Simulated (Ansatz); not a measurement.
Ag3Sb, space group P-6m2, an equation of state with a fit

Program: Ansatz's Python interface.

Run as a notebook:

**Cell 1**
```python
import warnings

import ansatz
import numpy as np
from pymatgen.analysis.eos import EOS
```

**Cell 2**
```python
vectors0 = np.array([
    [3.14319, 0.0, 0.0],
    [-1.5716, 2.72208, 0.0],
    [0.0, 0.0, 9.61556],
])
sites = [
    ("Ag", [0.0, 0.0, 0.5]),
    ("Ag", [1 / 3, 2 / 3, 0.26448]),
    ("Ag", [1 / 3, 2 / 3, 0.73552]),
    ("Sb", [0.0, 0.0, 0.0]),
]


def make_crystal(cell):
    crystal = ansatz.Crystal(lattice=ansatz.Lattice.of(cell))
    for symbol, position in sites:
        crystal = crystal.atom(symbol, position)
    return crystal
```

**Cell 3**
```python
warnings.simplefilter("ignore", ansatz.DeckWarning)
```

**Cell 4**
```python
# scale the volume, keep shape and fractions
volumes, energies, pressures = [], [], []
for scale in np.linspace(0.95, 1.07, 5):
    cell = vectors0 * scale ** (1 / 3)
    base = (
        make_crystal(cell).calculation()
        .functional(ansatz.Functional.R2SCAN)
        .scf(tolerance=1e-10)
        .occupations(ansatz.OccupationsMethod.FERMI_DIRAC)
        .basis(600)
        .kpoints(8, 8, 3)
        .stress()
    )
    r = base.run(threads=1, pin="off").report
    volumes.append(abs(np.linalg.det(cell)) / len(sites))
    energies.append(r["free_energy_ev"] / len(sites))
    pressures.append(np.trace(r["stress_gpa"]) / 3)
    print(f"V = {volumes[-1]:8.4f} A^3/atom  F = {energies[-1]:.5f} eV/atom  P = {pressures[-1]:8.3f} GPa")
```
Output:
```text
V =  19.5393 A^3/atom  F = -7327.56559 eV/atom  P =    2.156 GPa
V =  20.1564 A^3/atom  F = -7327.56870 eV/atom  P =   -0.457 GPa
V =  20.7734 A^3/atom  F = -7327.56267 eV/atom  P =   -2.607 GPa
V =  21.3904 A^3/atom  F = -7327.54911 eV/atom  P =   -4.377 GPa
V =  22.0075 A^3/atom  F = -7327.52936 eV/atom  P =   -5.830 GPa
```

**Cell 5**
```python
for form in ["birch_murnaghan"]:
    fit = EOS(eos_name=form).fit(volumes, energies)
    print(f"{form:18s} V0 {fit.v0:8.4f} A^3/atom  B0 {fit.b0_GPa:7.1f} GPa  B1 {fit.b1:5.2f}")
```
Output:
```text
birch_murnaghan    V0  20.0396 A^3/atom  B0    79.7 GPa  B1  5.30
```

A third-order Birch-Murnaghan fit through the 5 points has its minimum at 20.04 Å³ an atom, 2.6 % below the typed cell, with a bulk modulus of 80 GPa and dB/dP = 5.3. From that minimum the energy rises by 3.3 meV an atom on the compressed side and 39.5 meV on the expanded side. The window is off centre, so dB/dP is rough.

Notes:
- Total energies depend on the potentials; only differences at equal settings carry meaning.
- Shape and fractional positions are held along the curve, so the bulk modulus is an upper value where they are free to relax, by a factor of two or more in layered or hydrogen-bonded cells.
- For a metal this k-point mesh is coarse: on a finer one energies can move by several to tens of meV an atom and pressures by half a GPa or more, differences at one mesh by less.
- Pressure is positive in compression.
- The structure comes from a database of computed cells and needn't be a stable or known phase.
- It ran for 47 s on 1 thread of Intel(R) Xeon(R) 6975P-C (Granite Rapids) (shared host), peak memory 0.77 GiB.
